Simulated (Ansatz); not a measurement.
# CH₅AlBP: a ladder of functionals and wavefunction methods

How much do the methods differ for CH₅AlBP? The plan is to run it at one geometry with functionals of several rungs and with coupled cluster. The yardstick is the atomisation energy at the CCSD(T) limit.

Method: functionals in def2-TZVPP, the program's frozen cores in correlated methods; program: Ansatz 0.2.0, Gaussian basis.

The runs, in order: LDA (SPW92), PBE-D4, revPBE-D4, BLYP-D4, r2SCAN-D4, B97M-V, PBE0-D4, B3LYP-D4, r2SCANh-D4, r2SCAN0-D4, HSE06-D4, BHLYP-D4, CAM-B3LYP-D4, LC-ωPBE, ωB97X-V, ωB97M-V, B2PLYP, PBE-QIDH; CCSD(T)/def2-SVP; CCSD(T)/def2-TZVPP; MP2/def2-QZVPP; extrapolation to the limit; RPA on PBE.

## (1) The geometry

The geometry comes from an earlier relaxation with PBE0-D4 in a triple-zeta def2 set; it is a stationary point, not always the lowest conformer.

SMILES `[PH2][Al]1[BH][CH2]1`, 9 atoms, charge 0, spin multiplicity 1.

Atoms are counted from 1 here; the program's logs count them from 0.

Bond lengths: P1–Al2 2.336 Å, P1–H5 1.423 Å, P1–H6 1.425 Å, Al2–B3 1.961 Å, Al2–C4 2.133 Å, B3–C4 1.461 Å, B3–H7 1.184 Å, C4–H8 1.113 Å, C4–H9 1.091 Å. Angles: Al2–P1–H5 90.9°, Al2–P1–H6 90.2°, H5–P1–H6 93.1°, P1–Al2–B3 159.0°, P1–Al2–C4 117.5°, B3–Al2–C4 41.5°, Al2–B3–C4 75.5°, Al2–B3–H7 151.2°, C4–B3–H7 132.8°, Al2–C4–B3 62.9°, Al2–C4–H8 66.8°, Al2–C4–H9 170.7°, B3–C4–H8 129.3°, B3–C4–H9 125.1°, H8–C4–H9 105.6°.

## (2) LDA

This LDA is Slater exchange with PW92 correlation.

Contents of in.yaml:

```yaml
crystal:
  periodic: [false, false, false]
  atoms:
    - {symbol: P, position_ang: [-0.803733, 2.145315, -0.895395]}
    - {symbol: Al, position_ang: [0.516119, 0.248895, -0.553564]}
    - {symbol: B, position_ang: [1.220662, -1.357477, 0.324125]}
    - {symbol: C, position_ang: [0.110396, -0.934141, 1.173879]}
    - {symbol: H, position_ang: [-0.254294, 2.321771, -2.196164]}
    - {symbol: H, position_ang: [-1.866517, 1.325133, -1.371956]}
    - {symbol: H, position_ang: [1.925373, -2.308956, 0.335225]}
    - {symbol: H, position_ang: [-0.494641, -0.000462, 1.129967]}
    - {symbol: H, position_ang: [-0.264966, -1.486481, 2.036684]}
basis:
  gaussian: {orbitals: def2-TZVPP}
hamiltonian: {xc: lda}
output: {orbitals: {seedname: orbitals}}
```

Started as:

```
> ansatz run in.yaml --threads 2 --pin off --events-out ev --progress --plain --max-ram 4352MiB
```

The runs that follow: PBE-D4 (GGA); revPBE-D4 (GGA); BLYP-D4 (GGA); r2SCAN-D4 (meta-GGA); B97M-V (meta-GGA); PBE0-D4 (hybrid); B3LYP-D4 (hybrid); r2SCANh-D4 (hybrid); r2SCAN0-D4 (hybrid); HSE06-D4 (hybrid); BHLYP-D4 (hybrid); CAM-B3LYP-D4 (range-separated); LC-ωPBE (range-separated); ωB97X-V (range-separated); ωB97M-V (range-separated); B2PLYP (double hybrid); PBE-QIDH (double hybrid); CCSD(T) in def2-SVP; CCSD(T) in def2-TZVPP; MP2 in def2-QZVPP; RPA on PBE orbitals.

Q: Predict the results of all the runs planned. Wanted: atomisation energy, CCSD(T)/CBS; farthest beyond LDA; mean size of error, GGA; mean size of error, meta-GGA; mean size of error, hybrid; mean size of error, range-separated; mean size of error, double hybrid; gap, smallest and largest; T1 diagnostic.

The runs gave:

| quantity | value |
| --- | --- |
| atomisation energy, CCSD(T)/CBS | 2842.6 kJ/mol |
| functionals within 14.2 kJ/mol (0.5 %) | revPBE-D4, BLYP-D4, r2SCAN0-D4, LC-ωPBE, PBE-QIDH |
| farthest beyond LDA | PBE-D4 (+77.1 kJ/mol) |
| mean size of error, GGA | 32.5 kJ/mol |
| mean size of error, meta-GGA | 56.6 kJ/mol |
| mean size of error, hybrid | 29.3 kJ/mol |
| mean size of error, range-separated | 22.8 kJ/mol |
| mean size of error, double hybrid | 12.0 kJ/mol |
| gap, smallest and largest | 3.53 eV (LDA (SPW92)), 9.66 eV (LC-ωPBE) |
| T1 diagnostic | 0.0147 |
| triples share of the correlation energy | 4.9 % |

What this shows: LDA overbinds by 429.8 kJ/mol (15 %). PBE-D4 misses by +77.1 kJ/mol. Double hybrids carry the basis error of their MP2 part in triple zeta, and no dispersion term here, so their miss is partly the set-up's. Taken by rung, double hybrid functionals do best (12.0 kJ/mol on average) and meta-GGA ones worst beyond LDA (56.6 kJ/mol). The reference freezes the cores and leaves out relativity and excitations past (T), so misses under about 14.2 kJ/mol can't be ranked. Hartree-Fock recovers 72 % of the binding; the rest is correlation. CCSD(T) in def2-SVP is off by -174.0 kJ/mol, more than most functionals: a good method in a small basis is no reference. The gap grows from 3.5 to 9.7 eV across the functionals, mostly with the share of exact exchange.
